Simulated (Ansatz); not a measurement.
**ClFGeH₂: up Jacob's ladder to CCSD(T)**

The task here is to estimate one member of a computed series from the others.

Program: Ansatz 0.2.0, Gaussian basis. Level of theory: functionals in def2-TZVPP, the program's frozen cores in correlated methods. These are calculated values, not measurements.

Plan: LDA (SPW92), PBE-D4, revPBE-D4, BLYP-D4, r2SCAN-D4, B97M-V, PBE0-D4, B3LYP-D4, r2SCANh-D4, r2SCAN0-D4, HSE06-D4, BHLYP-D4, CAM-B3LYP-D4, LC-ωPBE, ωB97X-V, ωB97M-V, B2PLYP, PBE-QIDH; CCSD(T)/def2-SVP; CCSD(T)/def2-TZVPP; CCSD(T)/def2-QZVPP; extrapolation to the limit; RPA on PBE.

## The relaxed structure

The geometry comes from an earlier relaxation with PBE0-D4 in a triple-zeta def2 set; it is a stationary point.

SMILES `[F][GeH2][Cl]`, 5 atoms, charge 0, spin multiplicity 1.

Atoms are counted from 1 here; the program's logs count them from 0.

Bond lengths: F1–Ge2 1.730 Å, Ge2–Cl3 2.133 Å, Ge2–H4 1.528 Å, Ge2–H5 1.528 Å. Angles: F1–Ge2–Cl3 106.4°, F1–Ge2–H4 107.1°, F1–Ge2–H5 107.1°, Cl3–Ge2–H4 109.1°, Cl3–Ge2–H5 109.1°, H4–Ge2–H5 117.4°.

The first run:

Input file in.yaml:

```yaml
crystal:
  periodic: [false, false, false]
  atoms:
    - {symbol: F, position_ang: [-0.242032, -0.508017, 1.588614]}
    - {symbol: Ge, position_ang: [0.139880, -0.089238, -0.045484]}
    - {symbol: Cl, position_ang: [-1.390277, 1.244855, -0.698900]}
    - {symbol: H, position_ang: [0.067600, -1.375535, -0.867389]}
    - {symbol: H, position_ang: [1.474730, 0.654234, -0.018342]}
basis:
  gaussian: {orbitals: def2-TZVPP}
hamiltonian: {xc: lda}
output: {orbitals: {seedname: orbitals}}
```

The run is started by

```console
ansatz run in.yaml --threads 2 --pin off --events-out ev --progress --plain --max-ram 32768MiB --backend cpu
```

Among the steps run: LDA; PBE-D4 (GGA); revPBE-D4 (GGA); BLYP-D4 (GGA); r2SCAN-D4 (meta-GGA); B97M-V (meta-GGA); B3LYP-D4 (hybrid); r2SCANh-D4 (hybrid); r2SCAN0-D4 (hybrid); HSE06-D4 (hybrid); BHLYP-D4 (hybrid); CAM-B3LYP-D4 (range-separated); LC-ωPBE (range-separated); ωB97X-V (range-separated); ωB97M-V (range-separated); B2PLYP (double hybrid); PBE-QIDH (double hybrid).

One of the session's tables, all rows but one given; the rest of the session is left out.

It belongs to the step «Orbital energies across the functionals». 

```
  functional  HOMO (eV)  gap (eV)
 LDA (SPW92)      -7.89      6.38
      PBE-D4      -7.80      6.55
   revPBE-D4      -7.75      6.61
     BLYP-D4      -7.65      6.43
   r2SCAN-D4      -8.17      7.27
      B97M-V      -8.28      7.30
     PBE0-D4      -9.22      8.95
    B3LYP-D4          ?         ?
  r2SCANh-D4      -8.69      8.13
  r2SCAN0-D4      -9.46      9.40
    HSE06-D4      -8.81      8.17
    BHLYP-D4     -10.50     11.15
CAM-B3LYP-D4     -10.59     11.32
     LC-ωPBE     -12.01     14.02
     ωB97X-V     -11.64     13.52
     ωB97M-V     -11.46     13.12
```

Q: Estimate the row for B3LYP-D4 from the others.

Worked estimate for «HOMO (eV)». Against the share of exact exchange, BLYP-D4 (0, -7.65), BHLYP-D4 (0.5, -10.50) give a slope of -5.70 per unit share; at 0.2 the line stands at -8.79.

As computed: HOMO (eV): -8.95; gap (eV): 8.36. In «HOMO (eV)» the line misses by +0.16.
